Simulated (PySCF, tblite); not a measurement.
# C6H8F2Ge: geometry, infrared bands and NMR shifts

Wanted: the infrared bands and NMR shifts of C6H8F2Ge (`C#[C][Ge@H]([CH2]C=C)[CH](F)F`), by calculation.

The runs use tblite 0.8.0 and PySCF 2.14.0, with density-fitted response routines of our own; the level of theory stands in each step. All values are computed, except where a source is named. Atoms count from 0, in the outputs and in this text.

**1. The starting structure**

17 atoms, charge 0, multiplicity 1; geometry from: force field or distance geometry start.

Bonds of the start (Å): C0–C1 1.19, C1–Ge2 1.91, Ge2–C3 1.95, C3–C4 1.51, C4–C5 1.34, Ge2–C6 1.94, C6–F7 1.38, C6–F8 1.38, C0–H9 1.07, Ge2–H10 1.54, C3–H11 1.10, C3–H12 1.11, C4–H13 1.08, C5–H14 1.09, C5–H15 1.10, C6–H16 1.11.

**2. Relaxing the molecule with GFN2-xTB**

The job: settings as JSON, then the geometry in Å.

```
{"job": {"kind": "relax", "xc": "GFN2-xTB", "basis": "xTB"}, "charge": 0, "multiplicity": 1}
C     -0.542000     2.756600    -1.191800
C      0.056000     1.746800    -0.992300
Ge     1.028800     0.139100    -0.649400
C     -0.189600    -1.381900    -0.688400
C     -1.124000    -1.356000     0.501400
C     -2.153800    -0.501200     0.549000
C      1.894500     0.258900     1.077000
F      2.591000    -0.910600     1.329200
F      2.779700     1.316600     1.085100
H     -1.092200     3.651400    -1.369300
H      2.089400    -0.041800    -1.757600
H     -0.765000    -1.404400    -1.629900
H      0.420200    -2.311200    -0.617900
H     -0.974200    -2.064300     1.300800
H     -2.339400     0.212900    -0.250400
H     -2.817000    -0.507800     1.420800
H      1.130500     0.409000     1.873900
```

Run with:

```sh
$ OMP_NUM_THREADS=1 python probes_run.py task.json out
```

This one command runs all jobs of the session in turn.

**Question.** This job is followed by: GFN2-xTB harmonic vibrations, gas phase; GIAO PBE0/pcSseg-1 NMR shielding, non-relativistic, gas phase. Predict these results of the whole session: strongest single infrared mode (GFN2-xTB); zero-point energy (GFN2-xTB); 13C shifts against TMS (PBE0/pcSseg-1); 1H shifts against TMS (PBE0/pcSseg-1); 73Ge shifts against GeMe4 (PBE0/pcSseg-1); 19F shifts against CFCl3 (PBE0/pcSseg-1); surface potential, 1st and 99th percentile.

As calculated:

```
                                 quantity                                               value
strongest single infrared mode (GFN2-xTB)                               1923 cm⁻¹, 393 km/mol
             zero-point energy (GFN2-xTB)                                       71.8 kcal/mol
   13C shifts against TMS (PBE0/pcSseg-1)          140.1, 128.9, 123.5, 104.8, 84.9, 26.3 ppm
    1H shifts against TMS (PBE0/pcSseg-1)  6.61, 6.26, 5.58, 5.42, 4.80, 2.30, 2.16, 1.85 ppm
73Ge shifts against GeMe4 (PBE0/pcSseg-1)                                            -136 ppm
 19F shifts against CFCl3 (PBE0/pcSseg-1)                                  -145.8, -146.6 ppm
    surface potential, 1st and 99th percentile                                  -0.89 V and 1.45 V
```

In words: Relaxing lowered the energy by 0.238 eV in 95 steps; the close pair that moved most is Ge2–C6, from 1.935 to 2.015 Å. No mode is imaginary among the 45: a minimum at this level. The strongest single mode, at 1923 cm⁻¹, moves mainly H10. GFN2-xTB is a fitted tight-binding method: band positions and strengths are rough. Its intensities can rank the bands wrongly. The most deshielded carbon is C4 (alkene CH), at 140.1 ppm: the olefinic region. The most deshielded hydrogen is H16 (hydrogen on an sp3 CH bonded to 2 F and Ge), at 6.61 ppm: its carbon carries F, an electronegative neighbour. At PBE0/pcSseg-1: The largest span, 287 ppm, is at C1, where the paramagnetic term is -167 ppm. At PBE0/pcSseg-1, counted by nearest atom on the grid, the HOMO lies on C5 31 %; C4 22 %, the LUMO on 4 C atoms about 13 % each; Ge2 12 %. Spin-orbit coupling is left out, which matters for shieldings and couplings at and beside the heavy atoms.
